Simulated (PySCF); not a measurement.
**CeI2: other functionals and bases at one geometry**

Aim: see how levels, charges and forces of CeI2 depend on the level of theory. The species was built from a template and needn't be a known compound.

Program: PySCF 2.14.0. Level of theory: several levels, as the steps say, no spin–orbit coupling. These are calculated values, not measurements.

1 further run of the same task is left out (for a known fault of the program).

## (1) Where the work starts

3 atoms, charge 0, spin multiplicity 1.

Bond lengths: Ce1–I2 3.086 Å, Ce1–I3 3.086 Å. Angles: I2–Ce1–I3 140.8°.

As a file:

```mol
CeI2
  3D, bonds by distance, orders not assigned

  3  2  0  0  0  0  0  0  0  0999 V2000
    0.0000    0.0000   -0.6620 Ce  0  0
    2.9074   -0.0000    0.3740 I   0  0
   -2.9074    0.0000    0.3740 I   0  0
  1  2  8  0
  1  3  8  0
M  END
```

Formal oxidation states: Ce +2. Each metal's 2 4f electrons lie in its core potential, so multiplicities, spins and levels count the valence alone. For divalent La, Ce, Gd or Lu the extra electron is normally 5d or 6s, so this core forces an excited configuration. An earlier session relaxed this geometry at PBE0, Ce lcecp-0-SVP with ECP48, I def2-SVP with ECP28 (singlet, point group C2v).

At PBE0 on the finer grid: E = -622.258239 Eh, frontier levels not given, since the 4f levels lie in the core, Mulliken charge on Ce1 +0.87 e, largest force component 0.015 eV/Å. 

Levels to run: revPBE; PBE; PBE0, TZVP. Hardware: 2 threads of Arm Neoverse V1, shared host.

## (2) revPBE

Contents of run.py (the lines that set the calculation):

```python
mol = gto.M(atom='''
Ce     0.00000     0.00000    -0.66197
I      2.90738     0.00000     0.37398
I     -2.90738     0.00000     0.37398''',
    basis={'Ce': 'lcecp-0-SVP', 'I': 'def2-SVP'},
    ecp={'Ce': 'lcecp-0-SVP', 'I': 'def2-SVP'},
    charge=0, spin=0)
mf = dft.RKS(mol, xc='PBE_R,PBE')
mf.grids.atom_grid = (75, 302)  # f atoms: unpruned, at least (60, 302)
mf = mf.density_fit()  # fitting sets: Ce AutoAux, I def2-universal-JKFIT
mf.conv_tol = 1e-08; mf.max_cycle = 55
mf.kernel(dm0)  # dm0: the density of the relaxed state
```

Run with:

```sh
$ OMP_NUM_THREADS=2 python run.py
```

## (3) PBE

Changes to run.py (the lines that set the calculation) since step 2:

```diff
@@ -7,3 +7,3 @@
     charge=0, spin=0)
-mf = dft.RKS(mol, xc='PBE_R,PBE')
+mf = dft.RKS(mol, xc='PBE')
 mf.grids.atom_grid = (75, 302)  # f atoms: unpruned, at least (60, 302)
```

## (4) PBE0, TZVP

Basis: Ce lcecp-0-TZVP with ECP48, I def2-TZVP with ECP28. 

Contents of run.py (the lines that set the calculation):

```python
mol = gto.M(atom='''
Ce     0.00000     0.00000    -0.66197
I      2.90738     0.00000     0.37398
I     -2.90738     0.00000     0.37398''',
    basis={'Ce': 'lcecp-0-TZVP', 'I': 'def2-TZVP'},
    ecp={'Ce': 'lcecp-0-TZVP', 'I': 'def2-TZVP'},
    charge=0, spin=0)
mf = dft.RKS(mol, xc='PBE0')
mf.grids.atom_grid = (75, 302)  # f atoms: unpruned, at least (60, 302)
mf = mf.density_fit()  # fitting sets: Ce AutoAux, I def2-universal-JKFIT
mf.conv_tol = 1e-08; mf.max_cycle = 55
mf.kernel(dm0)  # dm0: free metal ions and neutral atoms
```

Q: Predict the outcome of this session. Wanted: for each run, charge on Ce1; dipole; largest force.

The runs gave:

| level | state | charge on Ce1 (e) | dipole (D) | largest force (eV/Å) | basis functions | time |
| --- | --- | --- | --- | --- | --- | --- |
| PBE0 (relaxed here) | singlet | 0.87 | 5.69 | 0.01 | 83 | 7.8 s |
| revPBE | singlet | 0.76 | 5.37 | 0.11 | 83 | 4.6 s |
| PBE | singlet | 0.74 | 5.34 | 0.05 | 83 | 4.5 s |
| PBE0, TZVP | singlet | 1.18 | 5.64 | 0.04 | 147 | 12 s |

Times are on 2 threads of Arm Neoverse V1, shared host; the first row also made further properties.

The largest leftover force, 0.11 eV/Å with revPBE, stands at a geometry relaxed at another level. The Mulliken charge on Ce spans +0.74 to +1.18 e over the levels. With 4f in the core, its levels are missing from HOMO and gap. Total energies of different levels can't be compared. Spin–orbit coupling is left out throughout.
